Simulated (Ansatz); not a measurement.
# K2NiO2: the cost of one run

Method: DFT PBEsol+U (U_eff = 7 eV on Ni d), plane waves, PAW, in Ansatz 0.2.0.

## 1. Starting point

The structure is tetragonal, space group I4/mmm (No. 139). Conventional cell: a = 3.953 Å, b = 3.953 Å, c = 12.838 Å, α = 90.00°, β = 90.00°, γ = 90.00°. K (site symmetry 4mm) has 5 O at 2.71 to 2.81 Å as nearest neighbours. Around Ni (site symmetry 4/mmm) lie 2 O at 1.69 Å. Around O (site symmetry 4mm) lie 1 Ni at 1.69 Å.

Coordinates:

```cif
data_structure
_symmetry_space_group_name_H-M 'I4/mmm'
_symmetry_Int_Tables_number 139
_cell_length_a 3.9528
_cell_length_b 3.9528
_cell_length_c 12.8384
_cell_angle_alpha 90.000
_cell_angle_beta 90.000
_cell_angle_gamma 90.000
_cell_volume 200.60
loop_
_atom_site_label
_atom_site_type_symbol
_atom_site_symmetry_multiplicity
_atom_site_Wyckoff_symbol
_atom_site_fract_x
_atom_site_fract_y
_atom_site_fract_z
_atom_site_occupancy
K1 K 4 e 0.50000 0.50000 0.15740 1
Ni1 Ni 2 a 0.00000 0.00000 0.00000 1
O1 O 4 e 0.50000 0.50000 0.36860 1
```

Magnetic order typed: ferromagnetic.

## 2. From atoms, symmetry kept, no search

input.yaml

```yaml
crystal:
  lattice:
    - [-1.97639993, 1.97639993, 6.41919976]
    - [1.97639993, -1.97639993, 6.41919976]
    - [1.97639993, 1.97639993, -6.41919976]
  atoms:
    - { symbol: K, position: [0.6574, 0.6574, 0.0] }
    - { symbol: K, position: [0.3426, 0.3426, 0.0] }
    - { symbol: Ni, position: [0.0, 0.0, 0.0], spin: 2.0 }
    - { symbol: O, position: [0.8686, 0.8686, 0.0] }
    - { symbol: O, position: [0.1314, 0.1314, 0.0] }
basis:
  ecutwfc: 420
  ecutrho_ratio: 4
kpoints:
  mp_grid: { grid: [7, 7, 7] }
hamiltonian:
  xc: pbesol
  hubbard: { sites: [{ site: 2, l: d, u_eff: 7.0 }] }
scf:
  occupations: { method: gaussian, width: 0.05 }
  lower_state_search: "off"
  max_iter: 150
output:
  forces: true
  stress: true
  eigenvalues: true
  populations: true
  hubbard: { sites: [{ site: 2, l: d }] }
magnetization:
  spin_polarized: true
```

The run is started by

```console
$ ansatz run input.yaml --threads 4 --pin off --max-ram 6144MiB --backend cpu --events-out ev --progress --plain --runs-dir out
```

What time and memory should one allow on 4 threads of Arm Neoverse V2, shared host?

About 6.8 s, with a peak of 0.59 GiB.
